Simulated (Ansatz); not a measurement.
# K7NaMgCl10: the cost of one run

Method: DFT PBE, scalar-relativistic, plane waves, PAW, in Ansatz 0.2.0.

### Step 1. The structure to begin with

The cell holds 19 atoms (Cl10K7MgNa): a = 8.974 Å, b = 8.844 Å, c = 8.406 Å, α = 92.63°, β = 90.37°, γ = 87.14°.

It is the last frame of an earlier stage of the same melt, run at 1600 K.

Structure file:

```xyz
19
Lattice="8.9716 0.2219 -0.0252 0.2219 8.8394 -0.1975 -0.0252 -0.1975 8.4038" Properties=species:S:1:pos:R:3 pbc="T T T"
Mg    3.8654    6.0709    2.1018
Cl    2.5443    8.3794    6.4023
Cl    6.9830    0.8840    6.5353
Cl    5.9508    6.0009    1.3246
Cl    4.8949    2.2979    1.6611
Cl    0.4381    1.4838    2.3628
Cl    3.3581    8.2619    3.2474
Cl    8.3015    6.6120    5.0120
Cl    8.6011    5.0164    0.3234
Cl    1.0062    3.5192    5.2273
Cl    2.1037    5.0797    1.0560
K     1.2207    2.1269    8.0509
K     6.3386    3.7186    7.6056
K     6.3629    0.3009    3.3176
K     4.3407   -0.0584    8.2294
K     7.5151    4.1057    3.8057
K     2.4458    3.4110    3.0359
K     8.4486    7.7079    8.1380
Na    0.7405   -0.0812    4.8039
```

### Step 2. The last frame at 1600 K on a finer mesh

The electrons keep the Fermi-Dirac width of that temperature.

Contents of input.yaml:

```yaml
crystal:
  lattice:
    - [8.971624, 0.221908, -0.025242]
    - [0.221908, 8.839445, -0.197492]
    - [-0.025242, -0.197492, 8.403829]
  atoms:
    - { symbol: Mg, position: [0.4147239612, 0.6823545783, 0.2673797212] }
    - { symbol: Cl, position: [0.2620810566, 0.9589166846, 0.7851541471] }
    - { symbol: Cl, position: [0.7781266649, 0.0979472458, 0.7822948269] }
    - { symbol: Cl, position: [0.647300151, 0.6665401146, 0.1752319913] }
    - { symbol: Cl, position: [0.5399708733, 0.2509925207, 0.2051815123] }
    - { symbol: Cl, position: [0.045355521, 0.1731016337, 0.285367424] }
    - { symbol: Cl, position: [0.352326442, 0.9349646866, 0.4094464121] }
    - { symbol: Cl, position: [0.9087594217, 0.7389700208, 0.6164868179] }
    - { symbol: Cl, position: [0.9453681345, 0.5449765925, 0.0541254964] }
    - { symbol: Cl, position: [0.1037967311, 0.4096338448, 0.6319524415] }
    - { symbol: Cl, position: [0.2207239512, 0.5722460602, 0.1397727943] }
    - { symbol: K, position: [0.1323779345, 0.2588401122, 0.9644895893] }
    - { symbol: K, position: [0.6986236795, 0.4236355775, 0.9170720404] }
    - { symbol: K, position: [0.7097241918, 0.0250997946, 0.3974946011] }
    - { symbol: K, position: [0.4865055601, 0.0030933761, 0.9807819605] }
    - { symbol: K, position: [0.8277283279, 0.4541048062, 0.4660061879] }
    - { symbol: K, position: [0.264074783, 0.3875475724, 0.3711542732] }
    - { symbol: K, position: [0.9229505432, 0.8709787622, 0.9916069131] }
    - { symbol: Na, position: [0.0841078613, 0.0014791977, 0.5719150322] }
basis:
  ecutwfc: 420
kpoints:
  mp_grid: { grid: [2, 2, 3] }
hamiltonian:
  xc: pbe
scf:
  occupations: { method: fermi_dirac, width: 0.1379 }
output:
  forces: true
  stress: true
  eigenvalues: true
  populations: true
  write_density: true
  write_potential: true
  elf: true
  volumetric_format: npy
```

Started as:

```console
> ansatz run input.yaml --threads 2 --pin off --max-ram 5120MiB --backend cpu --events-out ev --progress --plain --runs-dir out
```

**Question.** How long does this run take on 2 threads of Arm Neoverse V1, shared host, and how much memory does it need?

About 41 s, with a peak of 1.2 GiB.
